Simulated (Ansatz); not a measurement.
# BaWO4 (I4_1/a) in Ansatz: band structure with PBEsol

Aim: the band structure of BaWO4 with PBEsol.

Program: Ansatz 0.2.0. These are calculated values, not measurements. Logs are shortened: lines on timing, memory, paths and dates and some standing lists are left out, and cuts for length are marked.

**Measured values to compare with.**

“A combined high-pressure experimental and theoretical study of the electronic band-structure of scheelite-type AWO4 (A = Ca, Sr, Ba, Pb) compounds”, 2011, arxiv:1107.3014 reports, for a bulk crystal of BaWO4 at 300 K: band gap 5 eV (optical).

The results are compared with them further down.

## Step 1: The structure

The structure is tetragonal, space group I4_1/a (No. 88). Conventional cell: a = 5.667 Å, b = 5.667 Å, c = 12.739 Å, α = 90.00°, β = 90.00°, γ = 90.00°. W (site symmetry -4) has 4 O at 1.79 Å as nearest neighbours. Ba (site symmetry -4) is surrounded by 8 O at 2.76 to 2.80 Å. O (site symmetry 1) has 1 W at 1.79 Å as nearest neighbours.

The cell is a database's computed one.

## Step 2: Band structure, PBEsol

input.yaml reads:

```yaml
crystal:
  lattice:
    - [-2.833365905, 2.833365905, 6.36926687]
    - [2.833365905, -2.833365905, 6.36926687]
    - [2.833365905, 2.833365905, -6.36926687]
  atoms:
    - { symbol: W, position: [0.0, 0.0, 0.0] }
    - { symbol: W, position: [0.75, 0.25, 0.5] }
    - { symbol: Ba, position: [0.5, 0.5, 0.0] }
    - { symbol: Ba, position: [0.25, 0.75, 0.5] }
    - { symbol: O, position: [0.59785523, 0.20310814, 0.14376005] }
    - { symbol: O, position: [0.79689186, 0.94065191, 0.39474709] }
    - { symbol: O, position: [0.95310814, 0.30934809, 0.10525291] }
    - { symbol: O, position: [0.20409518, 0.84785523, 0.89474709] }
    - { symbol: O, position: [0.54590482, 0.40214477, 0.60525291] }
    - { symbol: O, position: [0.05934809, 0.45409518, 0.85623995] }
    - { symbol: O, position: [0.69065191, 0.79590482, 0.64376005] }
    - { symbol: O, position: [0.15214477, 0.04689186, 0.35623995] }
hamiltonian:
  xc: pbesol
  pseudopotentials: { kind: paw }
kpoints:
  mp_grid: { grid: [7, 7, 7] }
  band_path:
    path:
      - [[0.0, 0.0, 0.0], [0.5, -0.5, 0.0], [0.5, -0.5, 0.0989455893], [0.2994727946, -0.2994727946, 0.2994727946], [0.0, 0.0, 0.0], [0.5, 0.5, -0.5], [0.7005272054, 0.2994727946, -0.2994727946], [0.5, 0.0, 0.0], [0.75, -0.25, -0.25], [0.9010544107, 0.0989455893, -0.5], [0.5, 0.5, -0.5]]
      - [[0.5, -0.5, 0.0], [0.75, -0.25, -0.25]]
    npoints: 10
scf:
  occupations: { method: fermi_dirac, width: 0.05 }
  n_extra_bands: 30
output:
  forces: true
  stress: true
  eigenvalues: true
  fatbands: true
```

Potentials or basis: Ansatz PAW.

On the command line:

```console
ansatz run input.yaml --threads 4 --pin off --max-ram 11264MiB --backend cpu --events-out ev --progress --plain --runs-dir out
```

Standard output:

```text
Warning: RAYON_NUM_THREADS=4 ignored (pool sized by the plan → 4); use --threads N
scf.n_extra_bands = 30 over 48 filled bands (N_el = 96.0): the run solves 78 bands
Engine: ansatz 0.2.0, aarch64-unknown-linux-gnu
Pseudopotentials: kind: paw
Pseudopotential: W, paw, valence charge 14, recommended cutoff 420 eV (normal), W.paw.azcp
Pseudopotential: Ba, paw, valence charge 10, recommended cutoff 420 eV (normal), Ba.paw.azcp
Pseudopotential: O, paw, valence charge 6, recommended cutoff 420 eV (normal), O.paw.azcp
Functional definition: PBEsol
  exchange = pbesol_x
  correlation = pbesol_c
Crystal: 12 atoms, lattice volume = 204.529 Å³
Basis set: ecut = 420 eV, 4045 PW (Γ), exchange–correlation on 108×108×108 points (8 copies of the dense FFT grid, shifted against one another)
Bands: 78, of which v1, the nominal top of the filled ones, is band 48 counted from 1 (47 counted from 0)
Symmetry: 8 space group operations
Space group: I41/a (ITA 88), of the structure as read, at distance tolerance 5.9e-5 Å
k-points: 52 of 343
Non-local potential: W, projectors of the file, l = 0: 3, l = 1: 2, l = 2: 2, l = 3: 1
Non-local potential: Ba, projectors of the file, l = 0: 3, l = 1: 2, l = 2: 2, l = 3: 2
Non-local potential: O, projectors of the file, l = 0: 2, l = 1: 2, l = 2: 1
PAW form: soft (Blöchl's): semilocal exchange-correlation on the pseudo side does not see the compensation charge
PAW frozen core: W, regenerated for the run's functional, and the local potential with it (the file was generated under x = pbe(κ = 0.804, μ = 0.2195149727645171), c = pbe(β = 0.06672455060314922))
PAW frozen core: Ba, regenerated for the run's functional, and the local potential with it (the file was generated under x = pbe(κ = 0.804, μ = 0.2195149727645171), c = pbe(β = 0.06672455060314922))
PAW frozen core: O, regenerated for the run's functional, and the local potential with it (the file was generated under x = pbe(κ = 0.804, μ = 0.2195149727645171), c = pbe(β = 0.06672455060314922))
PAW one-centre angular grid: W, 590 points (default); XC on 64 Gauss nodes
PAW one-centre angular grid: Ba, 194 points (default); XC on 64 Gauss nodes
PAW one-centre angular grid: O, 110 points (default); XC on 64 Gauss nodes
Initial density: superposition of atomic densities (neutral atoms: chi_scale 0, normalization atom), corrected by the library's trained network
Initial wavefunctions: pseudopotential atomic-orbital guess
Functional: x = pbesol(κ = 0.804, μ = 0.12345679012345678), c = pbesol(β = 0.046)
SCF iter   1: F=—  HF=-36737.025414 eV  |F-HF|=—  |Δ(HF+E_count)|=         —  Δρ=1.39e-2  dr2=3.61e-1  ethr=1.77e-3  ⟨swp⟩=6.0  Hψ=18984  notcnv=0  defer=688
preconditioner: auto → Resta (q_TF=auto, 2.405 Å⁻¹)  ε∞=3.5  [insulator: Δε(μ)=4.503 eV  Ē_g=14.292 eV  σ=0.050 eV  W_gap=1.00  n_scr=36 (ndim 8)  ℏωp=22.6 eV  f_vac=0.061  D(μ)=0.00/eV (n_scr^D=0)  ε∞_Penn≈3.5]
SCF iter   2: F=—  HF=-36736.966921 eV  |F-HF|=—  |Δ(HF+E_count)|=   5.85e-2  Δρ=6.06e-3  dr2=9.05e-2  ethr=3.76e-4  ⟨swp⟩=2.0  Hψ=6572  notcnv=0  defer=1348
SCF iter   3: F=—  HF=-36736.949692 eV  |F-HF|=—  |Δ(HF+E_count)|=   1.72e-2  Δρ=1.07e-3  dr2=3.18e-3  ethr=9.43e-5  ⟨swp⟩=2.0  Hψ=4166  notcnv=0  defer=1348
SCF iter   4: F=—  HF=-36736.949721 eV  |F-HF|=—  |Δ(HF+E_count)|=   2.84e-5  Δρ=2.99e-4  dr2=1.91e-4  ethr=3.31e-6  ⟨swp⟩=2.0  Hψ=5204  notcnv=0  defer=1348
SCF iter   5: F=—  HF=-36736.949803 eV  |F-HF|=—  |Δ(HF+E_count)|=   8.18e-5  Δρ=1.17e-4  dr2=5.85e-5  ethr=1.99e-7  ⟨swp⟩=2.0  Hψ=5045  notcnv=0  defer=1348
SCF iter   6: F=—  HF=-36736.949787 eV  |F-HF|=—  |Δ(HF+E_count)|=   1.59e-5  Δρ=2.93e-5  dr2=3.56e-6  ethr=6.09e-8  ⟨swp⟩=2.3  Hψ=4489  notcnv=0  defer=1348
SCF iter   7: F=-36736.949789 eV  HF=-36736.949788 eV  |F-HF|=7.28e-8  |Δ(HF+E_count)|=   1.74e-6  Δρ=3.80e-6  dr2=4.21e-8  ethr=1.04e-10  ⟨swp⟩=15.6  Hψ=31375  notcnv=0
SCF 1 converged in 7 iterations: F = -36736.949789 eV  dr2 = 4.21e-8
NSCF: frozen V_eff on 112 k-points
SCF converged after 7 iterations
Free energy (F): -36736.949789 eV
Harris-Foulkes:  -36736.949788 eV  (|F-HF|=7.28e-8)
Internal energy: -36736.949789 eV  (E = F + TS)
E sigma→0 (E₀):  -36736.949789 eV
Fermi energy:    8.041237 eV
--- Per-component energies (eV) ---
  E_band       = -750.728514
  E_kinetic    = 2620.448298
  E_local      = -6729.531875  (includes V_loc(G=0)·N_el)
  E_nonlocal   = 506.808503
  E_hartree    = 2474.604368
  E_xc         = -1441.092970
  E_vxc        = -1487.750803  (∫ρ·V_xc dr)
  E_paw        = -28368.978089  (= ΣΔE_a)
  E_vpaw       = -609.934101  (= ΣTr[D̂ρ^β])
  E_aug_tail   = 0.019370  (compensation charges beyond the density's cutoff)
  E_ewald      = -5800.256147
  E_core_change = 1.028754  (= ΣΔE_core)
  E_smearing   = -0.000000  (= −TS)
  E_closure    = 0.000000  (closes the sum)
  Σ components = -36736.949789   (vs F -36736.949789, Δ=0.00e0)
--- Forces (eV/Å), atoms counted from 1 ---
  atom   1  W      0.00000000     0.00000000     0.00000000
  atom   2  W      0.00000000     0.00000000     0.00000000
  atom   3  Ba     0.00000000    -0.00000000     0.00000000
  atom   4  Ba     0.00000000     0.00000000     0.00000000
  atom   5  O      0.08228686     0.12446136    -0.11299620
  atom   6  O      0.12446136    -0.08228686     0.11299620
  atom   7  O     -0.12446136     0.08228686    -0.11299620
  atom   8  O      0.12446136    -0.08228686    -0.11299620
  atom   9  O     -0.12446136     0.08228686     0.11299620
  atom  10  O     -0.08228686    -0.12446136    -0.11299620
  atom  11  O      0.08228686     0.12446136     0.11299620
  atom  12  O     -0.08228686    -0.12446136     0.11299620
  max |Σ_I F_I| component: 4.16e-17 eV/Å
--- Stress (GPa, compression-positive) ---
       -2.760995       0.000000       0.000000
       -0.000000      -2.760995       0.000000
        0.000000      -0.000000      -2.753239
  P = ⅓ Tr σ = -2.7584 GPa (-27.584 kbar)
--- Band table (eV; the first three rows and the last of 52) ---
  k-point 0: bands = ["-67.3840", "-67.3838", "-31.8523", "-31.8523", "-31.8506", "-31.8506", "-31.8391", "-31.8319", "-18.5821", "-18.4991", "-10.7079", "-10.3472", "-10.2103", "-10.0381", "-10.0381", "-9.9991", "-9.9113", "-9.9113", "-3.8660", "-3.8660", "-3.8618", "-3.6453", "-3.6453", "-3.6446", "2.1080", "2.2208", "2.2208", "2.3139", "2.3346", "2.6954", "2.8056", "2.8935", "2.8935", "2.9286", "3.0655", "3.0823", "4.3353", "4.4787", "4.4787", "4.7873", "4.8308", "4.8308", "4.8840", "5.2058", "5.2058", "5.4360", "5.6831", "5.6831", "10.3828", "10.6072", "10.7788", "10.9533", "11.0480", "11.7785", "11.7785", "12.1887", "12.3813", "12.3813", "12.7245", "13.0404", "13.1493", "13.1823", "14.2248", "14.8110", "14.8110", "15.0404", "15.2626", "15.2626", "15.3687", "16.8544", "16.9164", "16.9300", "16.9300", "16.9409", "16.9409", "16.9423", "17.0075", "17.1484"]
  k-point 1: bands = ["-67.3840", "-67.3838", "-31.8522", "-31.8522", "-31.8508", "-31.8507", "-31.8386", "-31.8322", "-18.5770", "-18.5028", "-10.7203", "-10.3730", "-10.1927", "-10.0396", "-10.0206", "-10.0040", "-9.9249", "-9.8939", "-3.8696", "-3.8521", "-3.8497", "-3.6605", "-3.6437", "-3.6431", "2.0620", "2.0700", "2.2527", "2.3952", "2.5705", "2.6114", "2.7062", "2.8594", "2.8991", "2.9626", "3.0426", "3.2432", "4.2681", "4.2976", "4.4586", "4.7800", "4.8596", "4.9207", "5.0676", "5.1209", "5.2390", "5.4132", "5.5559", "5.6529", "10.4639", "10.6452", "10.7917", "11.0013", "11.3399", "11.7232", "12.0219", "12.0430", "12.3020", "12.4031", "12.9940", "13.0899", "13.1272", "13.1894", "14.3270", "14.5180", "14.6077", "14.9951", "15.1304", "15.2240", "15.4435", "16.4719", "16.7189", "16.7268", "16.8354", "16.9157", "16.9425", "17.0188", "17.1100", "17.1466"]
  k-point 2: bands = ["-67.3839", "-67.3839", "-31.8522", "-31.8520", "-31.8513", "-31.8510", "-31.8375", "-31.8330", "-18.5639", "-18.5134", "-10.7053", "-10.4242", "-10.1426", "-10.0494", "-10.0410", "-9.9604", "-9.9591", "-9.9009", "-3.8716", "-3.8282", "-3.8258", "-3.6999", "-3.6549", "-3.6453", "2.0517", "2.1526", "2.3430", "2.3619", "2.4969", "2.6423", "2.6750", "2.8482", "2.8786", "3.0414", "3.0525", "3.3718", "4.1781", "4.3284", "4.3903", "4.7238", "4.9039", "4.9685", "4.9833", "5.2691", "5.2946", "5.3532", "5.3782", "5.5623", "10.5357", "10.6671", "10.7688", "11.0363", "11.6428", "11.7505", "12.0874", "12.3041", "12.3831", "12.6200", "12.9331", "13.2500", "13.3040", "13.3534", "14.1340", "14.3091", "14.5184", "14.7302", "14.9531", "15.2795", "15.4831", "16.0837", "16.3013", "16.3457", "16.5448", "16.6539", "16.8161", "17.0422", "17.1116", "17.1401"]
  k-point 51: bands = ["-67.3839", "-67.3839", "-31.8532", "-31.8532", "-31.8498", "-31.8496", "-31.8356", "-31.8353", "-18.5420", "-18.5381", "-10.6485", "-10.6183", "-10.0608", "-10.0546", "-10.0004", "-9.9846", "-9.8919", "-9.8901", "-3.8517", "-3.8312", "-3.7584", "-3.7429", "-3.6844", "-3.6695", "2.0706", "2.1731", "2.2976", "2.3302", "2.4142", "2.4333", "2.7017", "2.7455", "2.8291", "2.8817", "3.4293", "3.5482", "4.0679", "4.1651", "4.3284", "4.3838", "4.9618", "4.9787", "5.2301", "5.3975", "5.4117", "5.5272", "5.5364", "5.5558", "10.4103", "10.4426", "10.6701", "10.6707", "11.7130", "11.7992", "12.4165", "12.4793", "12.6603", "12.6953", "12.7666", "12.7825", "13.0005", "13.0749", "14.5355", "14.5493", "14.6878", "14.8419", "14.8857", "15.1214", "15.6023", "15.6476", "16.5194", "16.6802", "16.7534", "16.7616", "16.8767", "16.8931", "17.1575", "17.1983"]
```

It took 45 s on 4 threads of Arm Neoverse V1, shared host; peak memory 1.2 GiB.

What came out:

| Property | Result |
| --- | --- |
| Free energy | -36736.9498 eV |
| Pressure | -2.8 GPa |
| Largest force | 0.187 eV/Å |
| Band gap on the k mesh | 4.67 eV, indirect (least direct gap 4.70 eV) |
| Band gap along the path | 4.67 eV, indirect (least direct gap 4.70 eV) |

Forces in eV/Å, atoms in the order of the input:
```
W    0.000  0.000  0.000
W    0.000  0.000  0.000
Ba   0.000  0.000  0.000
Ba   0.000  0.000  0.000
O    0.082  0.124 -0.113
O    0.124 -0.082  0.113
O   -0.124  0.082 -0.113
O    0.124 -0.082 -0.113
O   -0.124  0.082  0.113
O   -0.082 -0.124 -0.113
O    0.082  0.124  0.113
O   -0.082 -0.124  0.113
```

Levels at the corners of the path, in eV from the valence-band top:
```tsv
point	band 44	band 45	band 46	band 47	band 48	band 49	band 50	band 51	band 52	band 53
Γ	-0.48	-0.48	-0.25	0.00	0.00	4.70	4.92	5.10	5.27	5.36
X	-0.59	-0.34	-0.34	-0.25	-0.25	4.82	4.82	5.27	5.27	6.09
Y	-0.54	-0.34	-0.32	-0.25	-0.18	4.76	4.97	5.20	5.23	6.14
S	-0.43	-0.39	-0.28	-0.16	-0.09	4.97	5.01	5.08	5.09	6.23
Γ	-0.48	-0.48	-0.25	0.00	0.00	4.70	4.92	5.10	5.27	5.36
Z	-0.31	-0.26	-0.26	-0.10	-0.10	4.67	4.67	4.97	4.97	6.01
S1	-0.43	-0.39	-0.28	-0.16	-0.09	4.97	5.01	5.08	5.09	6.23
N	-0.47	-0.42	-0.37	-0.19	-0.12	4.96	5.03	5.12	5.21	6.14
P	-0.53	-0.34	-0.34	-0.25	-0.25	4.83	4.83	5.25	5.25	6.11
Y1	-0.54	-0.34	-0.32	-0.25	-0.18	4.76	4.97	5.20	5.23	6.14
Z	-0.31	-0.26	-0.26	-0.10	-0.10	4.67	4.67	4.97	4.97	6.01
X	-0.59	-0.34	-0.34	-0.25	-0.25	4.82	4.82	5.27	5.27	6.09
P	-0.53	-0.34	-0.34	-0.25	-0.25	4.83	4.83	5.25	5.25	6.11
```

Caveat: the pressure holds a Pulay correction of +0.5 GPa for the finite cutoff; spin-orbit coupling is left out, which moves the levels of the heavy elements; the PAW data sets come from PBE, with cores solved anew for the run's functional, which leaves a small shift of forces and pressure.

## Step 3: For comparison

An earlier run on the cell as given: functional PBEsol; potentials or basis Ansatz PAW; cutoff 420 eV (not typed: the program's choice for these potentials); k mesh 7 × 7 × 7; occupations fermi-dirac, width 0.05 eV; no spin polarisation.

- Pressure: -2.8 GPa
- Largest force: 0.187 eV/Å
- Band gap on the k mesh: 4.67 eV, indirect (least direct gap 4.70 eV)

## Step 4: How close it comes

Step 2. Against the measured gap of BaWO4, 5 eV (optical; 300 K; “A combined high-pressure experimental and theoretical study of the electronic band-structure of scheelite-type AWO4 (A = Ca, Sr, Ba, Pb) compounds”, 2011, arxiv:1107.3014), the calculated 4.67 eV is off by -0.33 eV. 2 values of this kind are on record (5 to 5.26 eV); this one was drawn at random. Spin-orbit coupling on Ba, W is left out. The value is that of PBEsol, without temperature or zero-point motion. Semilocal functionals fall short of measured gaps as a rule. The cell is a database's relaxed one, not the measured one, which moves gaps too.
